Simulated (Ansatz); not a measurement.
**UHF/STO-3G run of CH4Si (SMILES [CH][SiH3])**

Aim: the electronic atomisation energy of CH4Si at UHF/STO-3G, from 4 runs. 

The results are computed with Ansatz 0.2.0.

40 further runs of the same task are left out: 40 set aside as unsound or not needed.

**1. The system as given**

CH4Si: 6 atoms, total charge 0, spin state triplet. As SMILES, `[CH][SiH3]`. The coordinates come from a GFN2-xTB relaxation.

Bond lengths: C1–Si2 1.808 Å, C1–H3 1.070 Å, Si2–H4 1.473 Å, Si2–H5 1.473 Å, Si2–H6 1.464 Å. Angles: C1–Si2–H4 110.4°, C1–Si2–H5 110.4°, C1–Si2–H6 109.0°, Si2–C1–H3 147.9°, H4–Si2–H5 108.7°, H4–Si2–H6 109.2°, H5–Si2–H6 109.2°.

**2. The energy at UHF/STO-3G**

Contents of in.yaml:

```yaml
crystal:
  periodic: [false, false, false]
  atoms:
    - {symbol: C, position_ang: [0.667310, -0.852170, 0.734600]}
    - {symbol: Si, position_ang: [-0.258900, 0.404300, -0.178590]}
    - {symbol: H, position_ang: [1.137890, -1.813490, 0.730980]}
    - {symbol: H, position_ang: [-1.544120, -0.143200, -0.644620]}
    - {symbol: H, position_ang: [0.511450, 0.860970, -1.347520]}
    - {symbol: H, position_ang: [-0.513620, 1.543590, 0.705170]}
basis:
  gaussian:
    orbitals: STO-3G
magnetization:
  spin_polarized: true
  initial_magnetization: 2
hamiltonian:
  xc: hf
accuracy: high
```

Launch:

```sh
ansatz run in.yaml --threads 1 --pin off --max-ram 2610MiB --events-out events.jsonl --progress --plain --runs-dir runs
```

Standard output:

```text
Warning: RAYON_NUM_THREADS=1 ignored (pool sized by the plan → 1); use --threads N
Functional definition: HF
  name "HF"
  exchange = exact_x
  correlation = 0
311 factors; integrals over basis functions are off by at most 7.9e-9 eV
mean field evaluation 1: about -8848.7712 eV, gradient 9.2e0 eV
mean field evaluation 2: about -8848.7835 eV, gradient 9.1e0 eV
mean field evaluation 4: about -8849.8654 eV, gradient 1.2e0 eV
mean field evaluation 8: about -8849.8899 eV, gradient 1.1e-2 eV
mean field -8849.88988323 eV, -325.2274545377 hartree, gradient 1.3e-8 eV, S^2 2.031190; 0 other end points of the search recorded, 0 dependent functions left out
reference -8849.88988323 eV, -325.2274545377 hartree; 13, 11 occupied and 5, 7 virtual orbitals, 311 factors
Total energy: -8849.88988323 eV, -325.2274545377 hartree
```

Run time: 0.12 s. Hardware: 1 thread of Arm Neoverse V1, shared host.

**3. The C atom**

Contents of in.yaml:

```yaml
crystal:
  periodic: [false, false, false]
  atoms:
    - {symbol: C, position_ang: [0.000000, 0.000000, 0.000000]}
basis:
  gaussian:
    orbitals: STO-3G
hamiltonian:
  xc: hf
accuracy: high
magnetization:
  spin_polarized: true
  initial_magnetization: 2
```

Run the same way, it converges to -37.19839 Eh (log not shown).

**4. The H atom**

Contents of in.yaml:

```yaml
crystal:
  periodic: [false, false, false]
  atoms:
    - symbol: H
      position_ang: [0.000000, 0.000000, 0.000000]
basis:
  gaussian:
    orbitals: STO-3G
magnetization:
  spin_polarized: true
  initial_magnetization: 1
hamiltonian:
  xc: hf
accuracy: high
```

Run the same way, it converges to -0.46658 Eh (log not shown).

**5. The Si atom at the same level**

Contents of job.yaml:

```yaml
basis:
  gaussian:
    orbitals: STO-3G
crystal:
  periodic: [false, false, false]
  atoms:
    - {symbol: Si, position_ang: [0.000000, 0.000000, 0.000000]}
magnetization:
  spin_polarized: true
  initial_magnetization: 2
hamiltonian:
  xc: hf
accuracy: high
```

Run the same way, it converges to -285.46622 Eh (log not shown).

**6. Summary of results**

Level: UHF/STO-3G.

```
                     quantity          value
       molecule: total energy  -325.22745 Eh
               molecule: ⟨S²⟩          2.031
         C atom: total energy   -37.19839 Eh
                 C atom: ⟨S²⟩          2.000
         H atom: total energy    -0.46658 Eh
                 H atom: ⟨S²⟩          0.750
        Si atom: total energy  -285.46622 Eh
                Si atom: ⟨S²⟩          2.000
electronic atomisation energy      18.953 eV
```

Taking the molecule apart into free atoms costs 18.95 eV (1829 kJ/mol), before zero-point energy and without spin-orbit coupling. Hartree–Fock lacks the correlation of the bonding pairs, which as a rule makes this value much too low; in minimal bases other errors can mask that. In a minimal basis such a difference can be off by several eV, whatever the method.
